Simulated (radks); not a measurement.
# The Coulomb parameter U of the 5d shell of Re³⁺

An exercise on one series of results from a longer session: the logs are not shown, and one member is left open.

Program: radks (a radial shooting solver on a logarithmic mesh, Libxc functionals) version 1. Level of theory: scalar-relativistic Kohn-Sham, PBE, spin-unpolarised, spherical densities, point nucleus. These are calculated values, not measurements, unless marked.

### Starting point

| Property | Result |
| --- | --- |
| element | rhenium (Z = 75) |
| charge | +3 |
| electrons | 72 |
| configuration | [Xe] 4f14 5d3 6p1 |

The outer shells:

Re³⁺
```
[Xe] core
4f [↑↓][↑↓][↑↓][↑↓][↑↓][↑↓][↑↓]
5d [↑ ][↑ ][↑ ][  ][  ]
6p [↑ ][  ][  ]
```

Set-up of the first run:

Input:

```text
Z 75
configuration [Xe] 4f14 5d3 6p1
relativity scalar-relativistic
functional pbe,pbe
spin unpolarised
nucleus point
c 137.035999084
```

Steps of the session up to this table: Start: [Xe] 4f14 5d3 6p1.

One of the session's tables, all rows but one given; the rest of the session is left out.

It belongs to the step «Start: [Xe] 4f14 5d3 6p1». Sizes of the orbitals, from the radial functions (bohr):

| level | <r> | outermost maximum (interpolated) | 90 % within | nodes |
| --- | --- | --- | --- | --- |
| 4s | 0.4405 | 0.413 | 0.632 | 3 |
| 4p | 0.4686 | 0.433 | 0.681 | 2 |
| 4d | 0.4999 | 0.443 | 0.749 | 1 |
| 5s | 1.029 | 0.936 | 1.47 | 4 |
| 5p | 1.187 | 1.06 | 1.72 | 3 |
| 4f | 0.5786 | 0.417 | 0.951 | 0 |
| 5d | ? | ? | ? | ? |
| 6p | 2.978 | 2.72 | 4.25 | 4 |

Q: Estimate the row for 5d from the others.

**Answer.** <r>: 1.628; outermost maximum (interpolated): 1.35; 90 % within: 2.45; nodes: 2. In the column «<r>» it lies between 5p (1.187) and 6p (2.978).
